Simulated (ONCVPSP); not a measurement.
**Pseudopotential generation for Se: ONCV, PBEsol**

Aim: build the potential from the settings below, then test how well it stands in for the atom: other configurations, scattering, ghost states and the plane-wave cutoff that it needs.

Program: ONCVPSP 4.0.1.1 (patched build). Reference atom: PBEsol, scalar-relativistic, spherical and spin-unpolarised. All values are calculated.

15 further runs of the same task are left out: 4 that didn't finish, 11 set aside as unsound or not needed.

### 1 The design

Typed settings, in words:

```
element                 : selenium (Se, Z = 34)
type                    : optimised norm-conserving Vanderbilt (ONCV)
frozen core             : [Ne]
valence charge          : 24
reference configuration : 3s2 3p6 3d10 4s2 4p4
partial waves           : 3s+4s: rc 1.00 bohr, ncon 4, nbas 8, qcut 10.5 1/bohr, 3 projectors, debl 3.6 Ha; 3p+4p: rc 1.00 bohr, ncon 3, nbas 7, qcut 12 1/bohr, 2 projectors; 3d: rc 0.60 bohr, ncon 3, nbas 6, qcut 14.1 1/bohr, local
local potential         : the d channel
core correction         : Teter function, fcfact 5.75, rcfact 1.7
```

The outer shells as boxes (Hund's rule for the drawing; the calculation is spin-unpolarised):

```
[Ne] core
3s [↑↓]
3p [↑↓][↑↓][↑↓]
3d [↑↓][↑↓][↑↓][↑↓][↑↓]
4s [↑↓]
4p [↑↓][↑ ][↑ ]
```

An earlier all-electron run gives the scale for the radii.

All-electron outer shells of the reference configuration (PBEsol, scalar-relativistic, ld1.x):

```
shell  level (eV)  outermost node (bohr)  outermost maximum (bohr)
   2s    -1605.96                   0.06                      0.17
   2p    -1412.93                      –                      0.13
   3s     -213.09                   0.24                      0.50
   3p     -152.76                   0.21                      0.50
   3d      -53.12                      –                      0.45
   4s      -17.29                   0.70                      1.51
   4p       -6.51                   0.74                      1.80
```

### 2 Generation

The input, Se.dat:

```
# ATOM AND REFERENCE CONFIGURATION
# atsym  z   nc   nv     iexc    psfile
  Se 34.00    3    5  -116133      upf
#
#   n    l    f
    1    0    2.00
    2    0    2.00
    2    1    6.00
    3    0    2.00
    3    1    6.00
    3    2   10.00
    4    0    2.00
    4    1    4.00
#
# PSEUDOPOTENTIAL AND OPTIMIZATION
# lmax
    2
#
#   l,   rc,      ep,       ncon, nbas, qcut
    0    1.00    0.00    4    8   10.50
    1    1.00    0.00    3    7   12.00
    2    0.60    0.00    3    6   14.10
#
# LOCAL POTENTIAL
# lloc, lpopt,  rc(5),   dvloc0
    2    5    0.60    0.00
#
# VANDERBILT-KLEINMAN-BYLANDER PROJECTORs
# l, nproj, debl
    0    3    3.60
    1    2    3.50
    2    0    2.30
#
# MODEL CORE CHARGE
# icmod, fcfact, rcfact
    3    5.75    1.70
#
# LOG DERIVATIVE ANALYSIS
# epsh1, epsh2, depsh
   -9.00    5.00    0.04
#
# OUTPUT GRID
# rlmax, drl
    6.00    0.01
#
# TEST CONFIGURATIONS
# ncnf
    4
# nvcnf
#   n    l    f
    5
    3    0    2.00
    3    1    6.00
    3    2   10.00
    4    0    2.00
    4    1    3.00
#
    5
    3    0    2.00
    3    1    6.00
    3    2   10.00
    4    0    2.00
    4    1    2.00
#
    5
    3    0    2.00
    3    1    6.00
    3    2   10.00
    4    0    2.00
    4    1    1.00
#
    5
    3    0    2.00
    3    1    6.00
    3    2   10.00
    4    0    1.00
    4    1    4.00
#
```

Run with:

```bash
$ oncvpsp.x < Se.dat > Se.out
```

**Question.** What will these runs give? Wanted: cutoffs; bound ghosts; GHOST(+) flags; largest miss of a reference level; largest test error; largest phase difference near zero energy, channels read; rms error of d²Exc/dn², without and with the model core.

The runs gave:

| quantity | value |
| --- | --- |
| cutoffs | not determined |
| bound ghosts | none found |
| GHOST(+) flags | s at 746 eV |
| largest miss of a reference level | 19 meV (3d) |
| largest test error (AE − PS) | -5.4 meV, for 3s2 3p6 3d10 4s2 4p1 |
| largest phase difference near zero energy, channels read | 0.008 rad |
| rms error of d²Exc/dn², without and with the model core | 2.99 and 2.81 mHa |

The worst unpolarised test, 3s2 3p6 3d10 4s2 4p1, is off by 5.4 meV on 62.1 eV; by total energies transferability rates as good. It is free of bound ghosts as far as tested. Near zero energy the phases of the channels with partial waves agree within 0.008 rad. The program also flags highly localised states, GHOST(+) (s). All of this concerns the isolated atom, not yet a solid.
